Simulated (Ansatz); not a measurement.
Born–Oppenheimer molecular dynamics of a periodic cell of 12 atoms, Li2MoO3 (start crystal Li2MoO3, start structure P-1, volume 1 times the crystal's). It starts from an unrelaxed structure (largest force component 0.94 eV/Å).

Computed with DFT r2SCAN-D3(BJ), scalar-relativistic, plane waves, PAW (Ansatz 0.2.0). Settings: cutoff 500 eV, k mesh 3x2x2, fermi-dirac smearing 0.36 eV, no spin polarisation.

* ensemble: NVT, Langevin thermostat
* time step: 1.12 fs
* steps asked: 40
* set temperature: 4200 K
* friction: 0.02 /fs
* seed: 512878

First frame:

```xyz
12
Lattice="4.9312 0.0000 0.0000 2.2517 4.3925 0.0000 1.6803 -0.0606 4.9330" Properties=species:S:1:pos:R:3
Li 7.715 3.489 4.873
Li 1.148 0.843 0.060
Li 3.591 2.196 0.000
Li 1.966 2.166 2.466
Mo 4.537 3.753 2.450
Mo 4.327 0.579 2.483
O 6.163 0.586 3.595
O 2.701 3.746 1.338
O 3.688 2.126 3.570
O 2.822 0.763 1.149
O 6.041 3.569 3.784
O 5.176 2.206 1.363
```

Q: What does the run give?

A: All steps were run.

```
steps done                                               : 40
time covered                                             : 44.8 fs
mean temperature over the second half                    : 3054 K
spread of the potential energy over the second half      : 9.6 meV per atom
mean potential energy of the second half above the start : 314.6 meV per atom
```

The mean temperature of the second half is 27 % below the set value. A run of 0.045 ps of so small a system gives no equilibrium averages. Limits of this set-up: coarse k mesh.

Q: What happens to the structure?

A: Mean squared displacements from the first frame to the last, about the centre of mass: Li 0.31 Å², Mo 0.02 Å², O 0.13 Å². The details hang on the random start.

Q: How do temperature and energy run in time?

A: 
| time (fs) | T (K) | potential energy less start (eV) |
| --- | --- | --- |
| 0.0 | 3850 | 0.000 |
| 1.1 | 3791 | 0.033 |
| 2.2 | 3660 | 0.165 |
| 3.4 | 3513 | 0.391 |
| 4.5 | 2751 | 0.677 |
| 5.6 | 2650 | 1.011 |
| 6.7 | 2107 | 1.392 |
| 7.8 | 1788 | 1.794 |
| 9.0 | 1642 | 2.192 |
| 10.1 | 1504 | 2.555 |
| 11.2 | 1305 | 2.880 |
| 12.3 | 1259 | 3.148 |
| 13.4 | 1248 | 3.348 |
| 14.6 | 1442 | 3.459 |
| 15.7 | 1802 | 3.506 |
| 16.8 | 2225 | 3.527 |
| 17.9 | 2158 | 3.533 |
| 19.0 | 2618 | 3.522 |
| 20.2 | 2473 | 3.484 |
| 21.3 | 3049 | 3.455 |
| 22.4 | 3426 | 3.504 |
| 23.5 | 3565 | 3.593 |
| 24.6 | 3440 | 3.662 |
| 25.8 | 3254 | 3.703 |
| 26.9 | 2862 | 3.706 |
| 28.0 | 2971 | 3.693 |
| 29.1 | 2683 | 3.725 |
| 30.2 | 2626 | 3.779 |
| 31.4 | 2965 | 3.811 |
| 32.5 | 2949 | 3.845 |
| 33.6 | 2405 | 3.879 |
| 34.7 | 2590 | 3.872 |
| 35.8 | 2748 | 3.836 |
| 37.0 | 2874 | 3.793 |
| 38.1 | 2773 | 3.763 |
| 39.2 | 3005 | 3.751 |
| 40.3 | 3174 | 3.754 |
| 41.4 | 3384 | 3.777 |
| 42.6 | 3470 | 3.839 |
| 43.7 | 3476 | 3.928 |
| 44.8 | 3490 | 4.062 |

Run time: 12 min on 1 thread of Arm Neoverse V2 (shared host), peak memory 0.56 GiB.
